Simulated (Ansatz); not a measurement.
# Ga on graphene monolayer: a nudged elastic band in two tries

Wanted: a band of images between two relaxed ends, and a check that the input is sound. The slab cell is 3×3, 1 layer thick, and the adsorbate is set down on it by hand.

Program: Ansatz 0.2.0. Level of theory: DFT LDA, plane waves, PAW, scalar-relativistic, collinear spin. These are calculated values, not measurements.

**1. Starting point**

The cell holds 19 atoms (C18Ga): a = 7.398 Å, b = 7.398 Å, c = 12.000 Å, α = 90.00°, β = 90.00°, γ = 120.00°.

As a file:

```
CELL_PARAMETERS angstrom
7.39800 0.00000 0.00000
-3.69900 6.40686 0.00000
0.00000 0.00000 12.00000
ATOMIC_POSITIONS crystal
C 0.00446 0.00132 0.08224
C 0.22616 0.11296 0.08220
C 0.00531 0.33587 0.08189
C 0.22723 0.44683 0.08221
C 0.00446 0.66957 0.08225
C 0.22616 0.77963 0.08220
C 0.33625 0.00134 0.08239
C 0.55813 0.11228 0.08222
C 0.33727 0.33518 0.08220
C 0.55897 0.44680 0.08236
C 0.33727 0.66852 0.08220
C 0.55897 0.77860 0.08235
C 0.66990 0.00048 0.08214
C 0.89349 0.11225 0.08196
C 0.66990 0.33585 0.08215
C 0.89349 0.44767 0.08197
C 0.67060 0.66851 0.08222
C 0.89281 0.77962 0.08219
Ga 0.78582 0.22601 0.25566
```

**2. First try**

Input file input.yaml:

```yaml
crystal:
  lattice:
    - [7.398, 0.0, 0.0]
    - [-3.699, 6.406856, 0.0]
    - [0.0, 0.0, 12.0]
  atoms:
    - { symbol: C, position: [0.00445658, 0.00131885, 0.08224218] }
    - { symbol: C, position: [0.22615988, 0.11296214, 0.08220261] }
    - { symbol: C, position: [0.00531499, 0.33587378, 0.0818891] }
    - { symbol: C, position: [0.22722566, 0.44682804, 0.08221237] }
    - { symbol: C, position: [0.00445643, 0.66956597, 0.08224782] }
    - { symbol: C, position: [0.22615904, 0.77962648, 0.08220368] }
    - { symbol: C, position: [0.33624962, 0.00133996, 0.0823866] }
    - { symbol: C, position: [0.55813181, 0.11228169, 0.08222292] }
    - { symbol: C, position: [0.33726719, 0.3351793, 0.08220063] }
    - { symbol: C, position: [0.55897193, 0.44680477, 0.082356] }
    - { symbol: C, position: [0.33726603, 0.66851686, 0.08220045] }
    - { symbol: C, position: [0.55897169, 0.77859534, 0.08235103] }
    - { symbol: C, position: [0.66989996, 0.00048396, 0.08213945] }
    - { symbol: C, position: [0.8934875, 0.11224962, 0.08196094] }
    - { symbol: C, position: [0.66990052, 0.33584522, 0.08214898] }
    - { symbol: C, position: [0.89348775, 0.44766707, 0.08197092] }
    - { symbol: C, position: [0.67059663, 0.6685134, 0.08221963] }
    - { symbol: C, position: [0.89280837, 0.77961935, 0.08218907] }
    - { symbol: Ga, position: [0.78581981, 0.2260069, 0.25565502] }
magnetization:
  spin_polarized: true
basis:
  ecutwfc: 420.0
kpoints:
  mp_grid: { grid: [2, 2, 1] }
hamiltonian:
  xc: lda
scf:
  occupations: { method: fermi_dirac, width: 0.05 }
  lower_state_search: "off"
  max_iter: 71
neb:
  images: 7
  f_tol: 0.03
  initial_path: linear
  max_iterations: 8
  final_atoms:
    - { symbol: C, position: [0.00392996, 0.00184673, 0.08221963] }
    - { symbol: C, position: [0.2261417, 0.11295268, 0.08218907] }
    - { symbol: C, position: [0.00323329, 0.33381729, 0.08213945] }
    - { symbol: C, position: [0.22682083, 0.44558295, 0.08196094] }
    - { symbol: C, position: [0.00323385, 0.66917855, 0.08214898] }
    - { symbol: C, position: [0.22682108, 0.7810004, 0.08197092] }
    - { symbol: C, position: [0.33778976, 0.0028993, 0.08224782] }
    - { symbol: C, position: [0.55949237, 0.11295981, 0.08220368] }
    - { symbol: C, position: [0.33778991, 0.33465218, 0.08224218] }
    - { symbol: C, position: [0.55949321, 0.44629547, 0.08220261] }
    - { symbol: C, position: [0.33864832, 0.66920711, 0.0818891] }
    - { symbol: C, position: [0.56055899, 0.78016137, 0.08221237] }
    - { symbol: C, position: [0.67059936, 0.00185019, 0.08220045] }
    - { symbol: C, position: [0.89230502, 0.11192867, 0.08235103] }
    - { symbol: C, position: [0.66958295, 0.33467329, 0.0823866] }
    - { symbol: C, position: [0.89146514, 0.44561502, 0.08222292] }
    - { symbol: C, position: [0.67060052, 0.66851263, 0.08220063] }
    - { symbol: C, position: [0.89230526, 0.7801381, 0.082356] }
    - { symbol: Ga, position: [1.11915314, 0.55934023, 0.25565502] }
  order_check: true
  spring: -5.0
```

Launch:

```
ansatz run input.yaml --threads 2 --pin off --max-ram 5120MiB --backend cpu --events-out ev --progress --plain --runs-dir out
```

Before running it: what results should come out? Wanted: first try.

**Answer**, as computed:

```
 quantity                                                                  value
first try                                                                refused
    cause  a negative spring would push the images apart instead of spacing them
```

In words: The fault in the first input was caught at the input check and cost nothing.
